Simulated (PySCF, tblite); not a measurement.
# C₆H₁₁NSeSi: geometry, infrared bands and NMR shifts

Aim: predict the infrared bands and NMR shifts of C₆H₁₁NSeSi (`C[Se][SiH2]C/C=C\CC#N`).

Computed with tblite 0.8.0 and PySCF 2.14.0, with density-fitted response routines of our own, on a single molecule in the gas phase. Atoms count from 0, in the outputs and in this text.

## Step 1: The starting structure

20 atoms, charge 0, multiplicity 1; geometry from: force field or distance geometry start.

Bonds of the start (Å): C0–Se1 1.94, Se1–Si2 2.26, Si2–C3 1.86, C3–C4 1.45, C4–C5 1.33, C5–C6 1.46, C6–C7 1.48, C7–N8 1.14, C0–H9 1.11, C0–H10 1.12, C0–H11 1.11, Si2–H12 1.49, Si2–H13 1.48, C3–H14 1.09, C3–H15 1.12, C4–H16 1.11, C5–H17 1.10, C6–H18 1.09, C6–H19 1.13.

## Step 2: Optimising the geometry with GFN2-xTB

The job: settings as JSON, then the geometry in Å.

```
{"job": {"kind": "relax", "xc": "GFN2-xTB", "basis": "xTB"}, "charge": 0, "multiplicity": 1}
C      3.921100    -0.167800    -0.731000
Se     3.084600     1.528400    -0.314400
Si     0.980200     1.318200     0.469300
C      0.183800    -0.311100     0.042700
C     -0.710500    -0.132000    -1.090500
C     -2.021600    -0.366600    -1.099800
C     -2.785300    -0.851500     0.051000
C     -3.798500     0.182200     0.347100
N     -4.578200     0.984800     0.554500
H      4.962000    -0.168700    -0.345800
H      4.007000    -0.256800    -1.847200
H      3.431000    -1.044100    -0.260800
H      0.108300     2.341600    -0.178200
H      0.866200     1.576000     1.923000
H     -0.221800    -0.822200     0.920500
H      1.032100    -0.960500    -0.309400
H     -0.290600     0.237300    -2.045900
H     -2.583300    -0.190000    -2.029300
H     -2.239500    -1.108300     0.958100
H     -3.352000    -1.778100    -0.246100
```

The run is started by

```bash
> OMP_NUM_THREADS=1 python probes_run.py task.json out
```

The driver reads the jobs from task.json and runs them one after another.

Output:

```text
step      E/eV     max force
  0    -713.22489    2.311
  1    -713.39129    2.958
  2    -713.37738    4.684
  3    -713.48161    0.975
  4    -713.50123    0.596
  5    -713.52290    0.388
  6    -713.55286    0.242
  7    -713.55725    0.194
  8    -713.56661    0.214
  9    -713.57327    0.259
 10    -713.58369    0.258
 11    -713.59344    0.237
 12    -713.60218    0.198
 13    -713.60742    0.167
 14    -713.61134    0.150
 15    -713.61474    0.158
 16    -713.61788    0.137
 17    -713.62087    0.115
 18    -713.62324    0.104
 19    -713.62498    0.091
 20    -713.62645    0.082
 21    -713.62785    0.077
 22    -713.62911    0.085
 23    -713.62999    0.066
 24    -713.63063    0.057
 25    -713.63132    0.058
 26    -713.63220    0.084
 27    -713.63314    0.086
 28    -713.63396    0.064
 29    -713.63465    0.057
 30    -713.63544    0.074
 31    -713.63658    0.098
 32    -713.63800    0.106
 33    -713.63953    0.090
 34    -713.64124    0.096
 35    -713.64352    0.157
 36    -713.64648    0.216
 37    -713.64973    0.206
 38    -713.65259    0.134
 39    -713.65485    0.096
 40    -713.65702    0.124
 41    -713.65944    0.160
 42    -713.66190    0.176
 43    -713.66237    0.192
 44    -713.66541    0.097
 45    -713.66659    0.085
 46    -713.66894    0.106
 47    -713.66962    0.101
 48    -713.67138    0.073
 49    -713.67257    0.104
 50    -713.67469    0.136
 51    -713.67682    0.129
 52    -713.67909    0.126
 53    -713.68092    0.127
 54    -713.68250    0.115
 55    -713.68368    0.152
 56    -713.68522    0.153
 57    -713.68677    0.103
 58    -713.68920    0.075
 59    -713.69043    0.087
 60    -713.69254    0.091
 61    -713.69377    0.077
 62    -713.69499    0.094
 63    -713.69623    0.097
 64    -713.69733    0.096
 65    -713.69865    0.072
 66    -713.69982    0.075
 67    -713.70067    0.071
 68    -713.70226    0.083
 69    -713.70386    0.094
 70    -713.70539    0.083
 71    -713.70655    0.080
 72    -713.70752    0.071
 73    -713.70840    0.066
 74    -713.70862    0.129
 75    -713.70975    0.069
 76    -713.71044    0.058
 77    -713.71210    0.093
 78    -713.71363    0.105
 79    -713.71589    0.110
 80    -713.71799    0.111
 81    -713.71994    0.072
 82    -713.72079    0.171
 83    -713.72219    0.123
 84    -713.72342    0.080
 85    -713.72472    0.087
 86    -713.72556    0.097
 87    -713.72656    0.083
 88    -713.72733    0.058
 89    -713.72792    0.050
 90    -713.72848    0.055
 91    -713.72917    0.078
 92    -713.73015    0.062
 93    -713.73137    0.066
 94    -713.73192    0.072
 95    -713.73304    0.081
 96    -713.73434    0.107
 97    -713.73574    0.088
 98    -713.73662    0.136
 99    -713.73778    0.081
100    -713.73881    0.075
101    -713.74173    0.091
102    -713.74331    0.117
103    -713.74537    0.110
104    -713.74719    0.087
105    -713.74851    0.100
106    -713.75003    0.306
107    -713.75005    0.487
108    -713.75228    0.112
109    -713.75287    0.118
110    -713.75363    0.095
111    -713.75467    0.070
112    -713.75525    0.060
113    -713.75593    0.074
114    -713.75647    0.046
115    -713.75696    0.059
116    -713.75749    0.058
117    -713.75784    0.053
118    -713.75807    0.053
119    -713.75832    0.068
120    -713.75878    0.063
121    -713.75936    0.053
122    -713.76010    0.035
123    -713.76060    0.043
124    -713.76099    0.044
125    -713.76102    0.149
126    -713.76162    0.038
127    -713.76195    0.035
128    -713.76262    0.070
129    -713.76307    0.043
130    -713.76406    0.053
131    -713.76418    0.171
132    -713.76545    0.172
133    -713.76617    0.052
134    -713.76665    0.145
135    -713.76751    0.109
136    -713.76863    0.093
137    -713.77091    0.146
138    -713.77179    0.130
139    -713.77305    0.112
140    -713.77364    0.338
141    -713.77525    0.142
142    -713.77651    0.101
143    -713.77846    0.122
144    -713.78089    0.157
145    -713.78193    0.339
146    -713.78451    0.274
147    -713.78746    0.167
148    -713.79044    0.360
149    -713.79438    0.198
150    -713.79978    0.450
151    -713.80335    0.149
152    -713.79482    0.688
153    -713.80784    0.112
154    -713.81011    0.120
155    -713.81307    0.416
156    -713.81526    0.150
157    -713.81765    0.088
158    -713.82004    0.134
159    -713.82176    0.250
160    -713.82375    0.130
161    -713.82628    0.107
162    -713.82872    0.096
163    -713.83049    0.083
164    -713.83194    0.079
165    -713.83294    0.206
166    -713.83442    0.100
167    -713.83629    0.096
168    -713.83796    0.093
169    -713.83944    0.111
170    -713.84107    0.088
171    -713.84280    0.108
172    -713.84402    0.230
173    -713.84552    0.103
174    -713.84664    0.061
175    -713.84757    0.057
176    -713.84808    0.077
177    -713.84850    0.079
178    -713.84886    0.077
179    -713.84926    0.040
180    -713.84967    0.047
181    -713.85001    0.067
182    -713.85029    0.038
183    -713.85055    0.038
184    -713.85083    0.042
185    -713.85111    0.038
186    -713.85147    0.042
187    -713.85195    0.043
188    -713.85255    0.064
189    -713.85320    0.088
190    -713.85386    0.098
191    -713.85457    0.094
192    -713.85543    0.079
193    -713.85645    0.087
194    -713.85742    0.090
195    -713.85825    0.100
196    -713.85895    0.107
197    -713.85976    0.070
198    -713.86043    0.070
199    -713.86094    0.038
200    -713.86130    0.047
201    -713.86176    0.045
202    -713.86225    0.066
203    -713.86285    0.063
204    -713.86353    0.087
205    -713.86435    0.090
206    -713.86492    0.090
207    -713.86560    0.144
208    -713.86599    0.081
209    -713.86633    0.072
210    -713.86651    0.042
211    -713.86678    0.034
212    -713.86712    0.031
213    -713.86727    0.030
214    -713.86744    0.036
215    -713.86758    0.030
216    -713.86773    0.031
217    -713.86788    0.031
218    -713.86802    0.029
219    -713.86815    0.033
220    -713.86826    0.030
221    -713.86836    0.019
222    -713.86843    0.020
223    -713.86848    0.021
224    -713.86853    0.020
225    -713.86861    0.019
226    -713.86871    0.024
227    -713.86883    0.026
228    -713.86895    0.029
229    -713.86907    0.028
230    -713.86919    0.033
231    -713.86931    0.031
232    -713.86942    0.027
233    -713.86952    0.023
234    -713.86963    0.022
235    -713.86973    0.018
236    -713.86980    0.013
237    -713.86984    0.013
238    -713.86986    0.010
```

It took 2.3 s on 1 thread of Arm Neoverse V2, shared host.

Step by step: (not every step is listed) (the energy doesn't fall at every step)

| step | energy from step 0 (eV) | largest force (eV/Å) |
| --- | --- | --- |
| 0 | 0.0000 | 2.3110 |
| 1 | -0.1664 | 2.9582 |
| 2 | -0.1525 | 4.6842 |
| 3 | -0.2567 | 0.9753 |
| 4 | -0.2763 | 0.5956 |
| 5 | -0.2980 | 0.3883 |
| 6 | -0.3280 | 0.2420 |
| 7 | -0.3324 | 0.1940 |
| 8 | -0.3417 | 0.2136 |
| 30 | -0.4106 | 0.0737 |
| 52 | -0.4542 | 0.1265 |
| 74 | -0.4837 | 0.1286 |
| 96 | -0.5095 | 0.1067 |
| 118 | -0.5332 | 0.0530 |
| 140 | -0.5488 | 0.3384 |
| 162 | -0.6038 | 0.0962 |
| 184 | -0.6259 | 0.0416 |
| 206 | -0.6400 | 0.0903 |
| 228 | -0.6441 | 0.0291 |
| 233 | -0.6446 | 0.0231 |
| 234 | -0.6447 | 0.0223 |
| 235 | -0.6448 | 0.0180 |
| 236 | -0.6449 | 0.0133 |
| 237 | -0.6449 | 0.0128 |
| 238 | -0.6450 | 0.0095 |

Distances of close pairs at the start and the end, largest changes first:

| bond | before (Å) | after (Å) | change (Å) |
| --- | --- | --- | --- |
| Si2–C3 | 1.863 | 1.912 | +0.049 |
| C5–C6 | 1.464 | 1.511 | +0.047 |
| C0–H10 | 1.123 | 1.086 | -0.037 |
| C6–C7 | 1.477 | 1.441 | -0.036 |
| C6–H19 | 1.126 | 1.092 | -0.034 |
| C3–H15 | 1.125 | 1.091 | -0.034 |
| Si2–H12 | 1.492 | 1.459 | -0.033 |
| C3–C4 | 1.455 | 1.484 | +0.029 |

The next job starts from the end point, and lists it.

## Step 3: Infrared spectrum with GFN2-xTB

The job: settings as JSON, then the geometry in Å.

```
{"job": {"kind": "ir", "xc": "GFN2-xTB", "basis": "xTB"}, "charge": 0, "multiplicity": 1}
C      3.760735     1.322573    -0.552453
Se     2.373576     0.185225    -1.321198
Si     1.105012    -0.027469     0.564108
C     -0.256391    -1.304221     0.150062
C     -0.843205    -1.020073    -1.182907
C     -2.052217    -0.539461    -1.435043
C     -3.092993    -0.233244    -0.383383
C     -2.636952     0.824365     0.482703
N     -2.248964     1.657972     1.162644
H      4.484001     1.532983    -1.334462
H      4.239324     0.796415     0.267988
H      3.310164     2.246260    -0.201227
H      0.554122     1.276093     0.919265
H      1.957117    -0.548581     1.639508
H     -1.004818    -1.276150     0.938847
H      0.190898    -2.299639     0.141784
H     -0.174412    -1.208608    -2.015992
H     -2.347869    -0.338879    -2.453976
H     -3.294353    -1.115349     0.234592
H     -4.027922     0.080469    -0.852986
```

Output:

```text
mode    cm-1     km/mol
  1      15.6      1.62
  2      32.9      0.37
  3      35.0     10.22
  4      66.6      6.53
  5      98.1      1.10
  6     116.1      1.36
  7     122.2      0.02
  8     152.1      1.90
  9     227.8      1.92
 10     259.0      1.54
 11     367.0      3.76
 12     368.5     33.99
 13     410.6      5.89
 14     459.2     38.85
 15     494.1     20.60
 16     543.3      3.44
 17     571.8      7.05
 18     607.9     14.76
 19     651.5    281.73
 20     713.1    196.57
 21     765.6    217.47
 22     795.3     16.41
 23     807.7    153.60
 24     892.1      7.01
 25     892.3     15.18
 26     909.6     12.11
 27     920.0      6.71
 28     955.4      3.92
 29    1003.3     13.37
 30    1074.4     10.21
 31    1116.1      6.10
 32    1150.4     14.07
 33    1196.1     31.19
 34    1255.5     10.12
 35    1269.9      8.71
 36    1291.0     13.49
 37    1345.0     30.95
 38    1418.9     10.80
 39    1437.6      4.74
 40    1440.6      7.27
 41    1456.9      1.75
 42    1712.1     19.15
 43    2215.9    284.87
 44    2296.4    179.43
 45    2407.5    178.43
 46    2930.4     10.58
 47    2967.1     27.07
 48    2980.1     12.03
 49    3013.5      8.43
 50    3017.1     10.72
 51    3026.4     14.06
 52    3027.4     51.24
 53    3038.6      8.21
 54    3083.3     31.18
```

Wall time 0.96 s (1 thread of Arm Neoverse V2, shared host).

Which atoms move in the most intense modes:

| cm⁻¹ | km/mol | atoms |
| --- | --- | --- |
| 652 | 281.7 | H12 41 %, H13 37 % |
| 713 | 196.6 | C3 23 %, Si2 20 %, C5 13 %, H17 12 % |
| 766 | 217.5 | H12 45 %, H13 44 % |
| 808 | 153.6 | C3 26 %, H14 25 %, H15 12 % |
| 2216 | 284.9 | H13 97 % |
| 2296 | 179.4 | H12 97 % |
| 2408 | 178.4 | C7 60 %, N8 39 % |
| 3027 | 51.2 | H16 67 %, H10 13 % |

## Step 4: NMR shieldings: PBE0/pcSseg-1

The job, as its differences from that of step 3:

```diff
@@ -1,2 +1,2 @@
-{"job": {"kind": "ir", "xc": "GFN2-xTB", "basis": "xTB"}, "charge": 0, "multiplicity": 1}
+{"job": {"kind": "nmr", "xc": "PBE0", "basis": "pcSseg-1"}, "charge": 0, "multiplicity": 1}
 C      3.760735     1.322573    -0.552453
```

Level: GIAO PBE0/pcSseg-1 NMR shielding, non-relativistic, gas phase.

Output:

```text
coarse grid: 77136 points
cycle   1  E = -2979.9070906908  dE = -5.830e-02  |g| = 8.161e-01  |ddm| = 4.200e+00
cycle   2  E = -2979.7849446304  dE =  1.221e-01  |g| = 9.803e-01  |ddm| = 1.207e+00
cycle   3  E = -2979.9422984124  dE = -1.574e-01  |g| = 4.433e-01  |ddm| = 9.484e-01
cycle   4  E = -2979.9825775636  dE = -4.028e-02  |g| = 7.481e-02  |ddm| = 2.957e-01
cycle   5  E = -2979.9837549549  dE = -1.177e-03  |g| = 1.827e-02  |ddm| = 7.979e-02
cycle   6  E = -2979.9838416905  dE = -8.674e-05  |g| = 4.042e-03  |ddm| = 2.029e-02
cycle   7  E = -2979.9838448675  dE = -3.177e-06  |g| = 2.170e-03  |ddm| = 5.519e-03
final grid: 162336 points
cycle   8  E = -2979.9838886553  dE =  2.155e-06  |g| = 3.655e-03  |ddm| = 5.532e-03
cycle   9  E = -2979.9838813653  dE =  7.290e-06  |g| = 6.464e-03  |ddm| = 8.512e-03
cycle  10  E = -2979.9838920832  dE = -1.072e-05  |g| = 4.346e-04  |ddm| = 5.408e-03
cycle  11  E = -2979.9838921239  dE = -4.069e-08  |g| = 9.362e-05  |ddm| = 3.360e-04
cycle  12  E = -2979.9838921258  dE = -1.915e-09  |g| = 1.425e-05  |ddm| = 7.308e-05
cycle  13  E = -2979.9838921258  dE = -4.957e-11  |g| = 4.380e-06  |ddm| = 1.568e-05
converged SCF energy = -2979.9838921258

GIAO shielding tensors (ppm)
atom      isotropic    diamagn.    paramagn.     s11        s22        s33       span
  0 C      178.511     247.773     -69.263    169.296    172.463    193.774     24.478
  1 Se    2127.051    3004.967    -877.916   1870.224   1895.748   2615.180    744.956
  2 Si     375.285     882.437    -507.152    339.822    355.194    430.840     91.017
  3 C      169.324     256.199     -86.875    154.137    172.573    181.261     27.124
  4 C       42.402     260.139    -217.737    -78.119     46.979    158.346    236.465
  5 C       65.349     255.664    -190.314    -42.038     83.869    154.218    196.256
  6 C      171.591     254.484     -82.893    157.727    175.189    181.857     24.130
  7 C       63.140     264.004    -200.864    -56.068    -44.064    289.552    345.620
  8 N      -31.857     340.669    -372.526   -200.929   -184.099    289.457    490.386
  9 H       29.889      27.943       1.946     23.250     26.624     39.793     16.543
 10 H       29.742      28.933       0.809     22.949     27.291     38.986     16.037
 11 H       29.733      30.008      -0.274     22.747     27.558     38.895     16.147
 12 H       26.113      32.931      -6.819     21.416     24.844     32.077     10.661
 13 H       26.753      31.275      -4.522     22.402     25.294     32.562     10.161
 14 H       29.442      35.379      -5.937     25.205     28.667     34.453      9.248
 15 H       29.698      31.738      -2.041     25.634     27.039     36.420     10.786
 16 H       25.647      33.995      -8.348     22.635     23.438     30.868      8.234
 17 H       26.068      32.126      -6.059     22.727     26.062     29.414      6.687
 18 H       28.584      29.390      -0.805     25.234     26.532     33.987      8.753
 19 H       28.896      26.568       2.328     24.138     26.980     35.571     11.433
```

Run time: 72 s. Hardware: 1 thread of Arm Neoverse V2, shared host; peak memory 1.1 GiB.

Shifts follow as δ = σ(reference) − σ, with reference shieldings (ppm) from runs at the same level and on the same kind of geometry: ¹H TMS 31.72, ¹³C TMS 186.9, ²⁹Si TMS 349.2, ¹⁵N NH3 267.7, ⁷⁷Se Me2Se 1758. The references are single molecules in the gas phase, so shifts against H2O, NH3, PH3, H3PO4 or CFCl3 are not on the usual liquid scales and can be off by tens of ppm. Atoms listed in one row are averaged.

| atoms | environment | σ (ppm) | δ (ppm) |
| --- | --- | --- | --- |
| C4 | alkene CH | 42.4 | 144.5 |
| C7 | nitrile carbon | 63.1 | 123.8 |
| C5 | alkene CH | 65.3 | 121.6 |
| C3 | allylic sp3 CH2 bonded to Si | 169.3 | 17.6 |
| C6 | allylic sp3 CH2 | 171.6 | 15.3 |
| C0 | methyl carbon bonded to Se | 178.5 | 8.4 |
| H16 | hydrogen on an alkene CH | 25.65 | 6.07 |
| H17 | hydrogen on an alkene CH | 26.07 | 5.65 |
| H12, H13 | hydrogen on a silicon bonded to C, Se | 26.43 | 5.28 |
| H18, H19 | hydrogen on an allylic sp3 CH2 | 28.74 | 2.98 |
| H14, H15 | hydrogen on an allylic sp3 CH2 bonded to Si | 29.57 | 2.15 |
| H9, H10, H11 | hydrogen on a methyl carbon bonded to Se | 29.79 | 1.93 |
| Se1 | selenium bonded to C, Si | 2127 | -369 |
| Si2 | silicon bonded to C, Se, 2 H | 375.3 | -26.1 |
| N8 | nitrile nitrogen | -31.9 | 299.6 |

The run also stored atomic charges by several schemes (e):

| atoms | Mulliken | IAO | Hirshfeld | ESP fit |
| --- | --- | --- | --- | --- |
| C0 | -0.34 | -0.53 | -0.13 | -0.47 |
| Se1 | -0.42 | -0.12 | -0.06 | -0.19 |
| Si2 | 0.67 | 0.65 | 0.30 | 0.11 |
| C3 | -0.48 | -0.54 | -0.15 | -0.14 |
| C4 | -0.18 | -0.12 | -0.04 | -0.37 |
| C5 | -0.16 | -0.17 | -0.05 | -0.05 |
| C6 | -0.18 | -0.31 | -0.04 | -0.27 |
| C7 | 0.06 | 0.14 | 0.09 | 0.41 |
| N8 | -0.26 | -0.26 | -0.22 | -0.49 |

Mayer bond orders: C0–Se1 1.02, Se1–Si2 0.94, Si2–C3 0.88, C3–C4 1.07, C4–C5 1.93, C5–C6 1.03, C6–C7 1.01, C7–N8 3.02.

## Step 5: Summary of results

| quantity | value |
| --- | --- |
| strongest single infrared mode (GFN2-xTB) | 2216 cm⁻¹, 285 km/mol |
| zero-point energy (GFN2-xTB) | 93.5 kcal/mol |
| ¹³C shifts against TMS (PBE0/pcSseg-1) | 144.5, 123.8, 121.6, 17.6, 15.3, 8.4 ppm |
| ¹H shifts against TMS (PBE0/pcSseg-1, means over atoms taken as alike) | 6.07, 5.65, 5.28, 2.98, 2.15, 1.93 ppm |
| ⁷⁷Se shifts against Me2Se (PBE0/pcSseg-1) | -369 ppm |
| ²⁹Si shifts against TMS (PBE0/pcSseg-1) | -26.1 ppm |
| ¹⁵N shifts against NH3 (PBE0/pcSseg-1) | 299.6 ppm |

Over 238 steps the energy fell by 0.645 eV; of the close pairs, Si2–C3 changed most, 1.863 to 1.912 Å. No mode is imaginary among the 54: a minimum at this level. The strongest single mode, at 2216 cm⁻¹, moves mainly H13. Unscaled tight-binding wavenumbers are off by several per cent, some by more. Its intensities can rank the bands wrongly. At PBE0/pcSseg-1: The largest span, 745 ppm, is at Se1, where the paramagnetic term is -878 ppm. Spin-orbit coupling is left out, which matters for shieldings and couplings at and beside the heavy atoms.
